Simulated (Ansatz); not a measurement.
# H2Br+ (singlet): from Hartree-Fock to the top rungs, cc-pVDZ

An exercise on one series of results from a longer session: the logs are not shown, and one member is left open.

Computed with Ansatz 0.2.0, Gaussian basis. Level: cc-pVDZ, core rule «outside noble gas», up to 14 orbitals frozen.

The runs, in order: UHF; CCSD(T) on RHF; BCCD(T) on RHF; CISD; CCSDT(Q) on RHF; CISDTQ; CCSDTQ on RHF; CASSCF and MRCISD+Q, 8 electrons in 6 orbitals; CASSCF and NEVPT2, 8 electrons in 6 orbitals; Full CI.

6 further runs of the same task are left out: 2 that didn't finish, 4 set aside as unsound or not needed. Runs told in other sessions of the task aren't counted.

## The geometry

The geometry is a PBE0/def2-TZVP stationary point (not a proven minimum). No spin-orbit coupling is included. The filled d shell of Br may be among the frozen orbitals whatever the setting's name suggests.

3 atoms, charge 1, spin multiplicity 1.

Atoms are counted from 1 here; the program's logs count them from 0.

Bond lengths: Br1–H2 1.447 Å, Br1–H3 1.447 Å. Angles: H2–Br1–H3 92.5°.

Geometry (Å):

```xyz
3
BrH2
Br    0.0000   -0.0246    0.0000
H     0.0000    0.9758   -1.0458
H     0.0000    0.9758    1.0458
```

Set-up of the first run:

Contents of in.yaml:

```yaml
crystal:
  periodic: [false, false, false]
  atoms:
    - {symbol: Br, position_ang: [0.000000, -0.024617, 0.000000]}
    - {symbol: H, position_ang: [0.000000, 0.975758, -1.045847]}
    - {symbol: H, position_ang: [0.000000, 0.975758, 1.045847]}
basis:
  gaussian: {orbitals: cc-pVDZ}
total_charge: 1
magnetization: {spin_polarized: true, initial_magnetization: 0}
hamiltonian: {xc: hf}
output: {orbitals: {seedname: orbitals}}
```

Launch:

```bash
$ ansatz run in.yaml --threads 1 --pin off --events-out ev --progress --plain --max-ram 2393MiB
```

Among the steps run: UHF; CCSD(T) on RHF; BCCD(T) on RHF; CISD; CCSDT(Q) on RHF; CISDTQ; CCSDTQ on RHF; CASSCF and MRCISD+Q, 8 electrons in 6 orbitals; CASSCF and NEVPT2, 8 electrons in 6 orbitals; Full CI.

One table of the session follows, with a row left open; its other results are not shown here.

It belongs to the step «Misses and costs». 

```
          method  from FCI (kJ/mol)
             RHF             +405.8
            RMP2              +61.0
            CISD              +25.3
           RCCSD               +8.9
        RCCSD(T)               +1.5
         BCCD(T)               +1.5
          RCCSDT               +0.6
          CISDTQ               +0.6
       RCCSDT(Q)               +0.1
         RCCSDTQ                0.0
  CASSCF valence                  ?
  NEVPT2 valence              +63.2
  MRCISD valence              +13.3
MRCISD+Q valence               -0.9
             FCI                  0
```

Estimate the missing values for CASSCF valence.

As computed: from FCI (kJ/mol): +306.6. In the column «from FCI (kJ/mol)» it lies between NEVPT2 valence (+63.2) and RHF (+405.8).

To keep in mind: MRCISD+Q valence falls below full CI: the +Q correction isn't variational, and the cores differ from full CI's.
